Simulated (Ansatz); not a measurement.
# YSb: a single-point run

Aim: a sound single-point run of YSb. The structure is shown as the input types it. The cell is built on a prototype (CsCl type) and needn't be the phase found in nature.

Method: density functional or hybrid calculation with the settings of its input, plane waves (as first typed), in Ansatz 0.2.0.

5 further runs of the same task are left out: 1 for a known fault of the program, 4 that didn't finish.

## (1) The starting structure

The structure is cubic, space group Pm-3m (No. 221). Conventional cell: a = 3.802 Å, b = 3.802 Å, c = 3.802 Å, α = 90.00°, β = 90.00°, γ = 90.00°. Around Y (site symmetry m-3m) lie 8 Sb at 3.29 Å. Sb (site symmetry m-3m) is surrounded by 8 Y at 3.29 Å.

The input asks for a charge of -1 e on the cell.

Coordinates:

```cif
data_structure
_symmetry_space_group_name_H-M 'Pm-3m'
_symmetry_Int_Tables_number 221
_cell_length_a 3.8024
_cell_length_b 3.8024
_cell_length_c 3.8024
_cell_angle_alpha 90.000
_cell_angle_beta 90.000
_cell_angle_gamma 90.000
_cell_volume 54.98
loop_
_atom_site_label
_atom_site_type_symbol
_atom_site_symmetry_multiplicity
_atom_site_Wyckoff_symbol
_atom_site_fract_x
_atom_site_fract_y
_atom_site_fract_z
_atom_site_occupancy
Y1 Y 1 a 0.00000 0.00000 0.00000 1
Sb1 Sb 1 b 0.50000 0.50000 0.50000 1
```

## (2) The run

The input, input.yaml:

```yaml
crystal:
  lattice:
    - [3.80243245, 0.0, 0.0]
    - [0.0, 3.80243245, 0.0]
    - [0.0, 0.0, 3.80243245]
  atoms:
    - { symbol: "Y", position: [0.0, 0.0, 0.0] }
    - { symbol: Sb, position: [0.5, 0.5, 0.5] }
kpoints:
  mp_grid: { grid: [4, 4, 4] }
hamiltonian:
  xc: pbesol
scf:
  occupations: { method: fermi_dirac, width: 0.02 }
  n_extra_bands: 4
  max_iter: 74
output:
  forces: true
  stress: true
  eigenvalues: true
total_charge: -1
```

Run with:

```
> ansatz run input.yaml --threads 4 --pin off --max-ram 3686MiB --backend cpu --events-out ev --progress --plain --runs-dir out
```

**Question.** How will this run end, and is anything wrong with its input?

This run ends as converged. That alone doesn't make the input a sound one.

The suspect setting: total_charge is -1. The net charge is not the one intended, so the run treats another number of electrons.

The test: delete total_charge (the default then holds).
